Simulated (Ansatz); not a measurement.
# C2H8OSi: basis-set convergence

One table from this session's results is given with a row withheld; the runs are named, their logs left out.

Program: Ansatz 0.2.0, Gaussian basis. Level of theory: one geometry, several basis sets. These are calculated values, not measurements.

The runs, in order: PBE0-D4/def2-SVP; ωB97M-V/def2-SVP; PBE0-D4/def2-QZVPP; ωB97M-V/def2-QZVPP; the functionals' def2-TZVPP values are taken from earlier runs.

**Structure used throughout**

An earlier PBE0-D4 in a triple-zeta def2 set relaxation fixed the geometry.

SMILES `CCO[SiH3]`, 12 atoms, charge 0, spin multiplicity 1.

Atoms are counted from 1 here; the program's logs count them from 0.

Bond lengths: C1–C2 1.508 Å, C1–H5 1.092 Å, C1–H6 1.093 Å, C1–H7 1.092 Å, C2–O3 1.416 Å, C2–H8 1.099 Å, C2–H9 1.099 Å, O3–Si4 1.642 Å, Si4–H10 1.491 Å, Si4–H11 1.491 Å, Si4–H12 1.481 Å. Angles: C2–C1–H5 110.5°, C2–C1–H6 110.4°, C2–C1–H7 110.5°, H5–C1–H6 108.5°, H5–C1–H7 108.3°, H6–C1–H7 108.5°, C1–C2–O3 109.3°, C1–C2–H8 110.3°, C1–C2–H9 110.3°, O3–C2–H8 109.8°, O3–C2–H9 109.8°, H8–C2–H9 107.3°, C2–O3–Si4 122.3°, O3–Si4–H10 111.0°, O3–Si4–H11 111.0°, O3–Si4–H12 106.6°, H10–Si4–H11 107.8°, H10–Si4–H12 110.2° and more.

Set-up of the first run:

in.yaml

```yaml
crystal:
  periodic: [false, false, false]
  atoms:
    - {symbol: C, position_ang: [0.131538, 1.765746, 0.749030]}
    - {symbol: C, position_ang: [-0.407678, 0.554967, 0.030435]}
    - {symbol: O, position_ang: [0.555925, -0.481401, 0.070074]}
    - {symbol: Si, position_ang: [0.297075, -1.948449, -0.619923]}
    - {symbol: H, position_ang: [1.050345, 2.114632, 0.273831]}
    - {symbol: H, position_ang: [-0.600016, 2.577067, 0.728544]}
    - {symbol: H, position_ang: [0.353741, 1.524811, 1.790336]}
    - {symbol: H, position_ang: [-0.642809, 0.805411, -1.013002]}
    - {symbol: H, position_ang: [-1.339384, 0.215703, 0.503286]}
    - {symbol: H, position_ang: [0.056202, -1.813453, -2.084654]}
    - {symbol: H, position_ang: [-0.893034, -2.616628, -0.020872]}
    - {symbol: H, position_ang: [1.515095, -2.753706, -0.373083]}
basis:
  gaussian: {orbitals: def2-SVP}
hamiltonian: {xc: pbe0, dispersion: d4}
output: {orbitals: {seedname: orbitals}}
```

On the command line:

```console
$ ansatz run in.yaml --threads 4 --pin off --events-out ev --progress --plain --max-ram 10444MiB
```

Among the steps run: PBE0-D4 in def2-SVP; ωB97M-V in def2-SVP; PBE0-D4 in def2-QZVPP; ωB97M-V in def2-QZVPP.

One of the session's tables, all rows but one given; the rest of the session is left out.

It belongs to the step «Functionals by basis». 

```
functional       basis  HOMO (eV)  LUMO (eV)
   PBE0-D4    def2-SVP      -7.99       0.89
   PBE0-D4  def2-TZVPP      -8.10       0.36
   PBE0-D4  def2-QZVPP      -8.12       0.19
   ωB97M-V    def2-SVP     -10.34       2.78
   ωB97M-V  def2-TZVPP          ?          ?
   ωB97M-V  def2-QZVPP     -10.50       1.58
```

Estimate the missing values for ωB97M-V, def2-TZVPP.

**Answer.** HOMO (eV): -10.47; LUMO (eV): 2.00. In the column «HOMO (eV)» it lies between ωB97M-V, def2-QZVPP (-10.50) and ωB97M-V, def2-SVP (-10.34).
